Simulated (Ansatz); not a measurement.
**GeAsH3+ (doublet): the correlation ladder, cc-pVDZ**

An exercise on one series of results from a longer session: the logs are not shown, and one member is left open.

Method: cc-pVDZ, core rule «outside noble gas», up to 28 orbitals frozen; program: Ansatz 0.2.0, Gaussian basis.

The runs, in order: UHF; CCSD(T) on ROHF; CCSD(T) on UHF; BCCD(T) on ROHF; CISD; CCSDT(Q) on ROHF; CCSDT(Q) on UHF; CASSCF and MRCISD+Q, 11 electrons in 11 orbitals; CASSCF and NEVPT2, 11 electrons in 11 orbitals.

3 further runs of the same task are left out: 3 set aside as unsound or not needed.

**The system**

The geometry is a PBE0/def2-TZVP stationary point (not a proven minimum) of the parent state, kept for this charge and spin. No spin-orbit coupling is included. The filled d shell of Ge, As may be among the frozen orbitals whatever the setting's name suggests; the logs give the count.

5 atoms, charge 1, spin multiplicity 2.

Atoms are counted from 1 here; the program's logs count them from 0.

Bond lengths: Ge1–As2 2.251 Å, Ge1–H3 1.846 Å, Ge1–H4 1.555 Å, Ge1–H5 1.555 Å, As2–H3 1.673 Å. Angles: As2–Ge1–H3 46.9°, As2–Ge1–H4 126.3°, As2–Ge1–H5 126.3°, H3–Ge1–H4 108.3°, H3–Ge1–H5 108.3°, H4–Ge1–H5 105.5°, Ge1–As2–H3 53.7°, Ge1–H3–As2 79.4°.

The first run:

The input, in.yaml:

```yaml
crystal:
  periodic: [false, false, false]
  atoms:
    - {symbol: Ge, position_ang: [-0.018407, 0.000000, 1.115960]}
    - {symbol: As, position_ang: [-0.004730, 0.000000, -1.134971]}
    - {symbol: H, position_ang: [1.337856, 0.000000, -0.136995]}
    - {symbol: H, position_ang: [0.170146, 1.237454, 2.038120]}
    - {symbol: H, position_ang: [0.170145, -1.237455, 2.038119]}
basis:
  gaussian: {orbitals: cc-pVDZ}
total_charge: 1
magnetization: {spin_polarized: true, initial_magnetization: 1}
hamiltonian: {xc: hf}
output: {orbitals: {seedname: orbitals}}
```

Launch:

```bash
ansatz run in.yaml --threads 1 --pin off --events-out ev --progress --plain --max-ram 2816MiB --backend cpu
```

Among the steps run: UHF; CCSD(T) on ROHF; CCSD(T) on UHF; BCCD(T) on ROHF; CISD; CCSDT(Q) on ROHF; CCSDT(Q) on UHF; CASSCF and MRCISD+Q, 11 electrons in 11 orbitals; CASSCF and NEVPT2, 11 electrons in 11 orbitals.

One of the session's tables, all rows but one given; the rest of the session is left out.

It belongs to the step «Misses and costs». 

| method | from UCCSDT(Q) (kJ/mol) |
| --- | --- |
| ROHF | +577.3 |
| UHF | +566.4 |
| RMP2 | +119.4 |
| UMP2 | +120.3 |
| CISD | +67.5 |
| RCCSD | +22.3 |
| UCCSD | +21.8 |
| RCCSD(T) | +4.5 |
| UCCSD(T) | +4.3 |
| BCCD(T) | +4.4 |
| RCCSDT | +1.2 |
| UCCSDT | +1.0 |
| RCCSDT(Q) | +0.3 |
| UCCSDT(Q) | 0 |
| CASSCF valence | +344.1 |
| NEVPT2 valence | +85.0 |
| MRCISD valence | +23.2 |
| MRCISD+Q valence | ? |

**Question.** Estimate the row for MRCISD+Q valence.

**Answer.** from UCCSDT(Q) (kJ/mol): +1.5. In the column «from UCCSDT(Q) (kJ/mol)» it lies between RCCSDT (+1.2) and UCCSD(T) (+4.3).

Caveats from the session: Restricted and unrestricted rows rest on different reference determinants; where their highest levels disagree by more than a few hundredths of an eV, they describe different states and don't form one ladder.
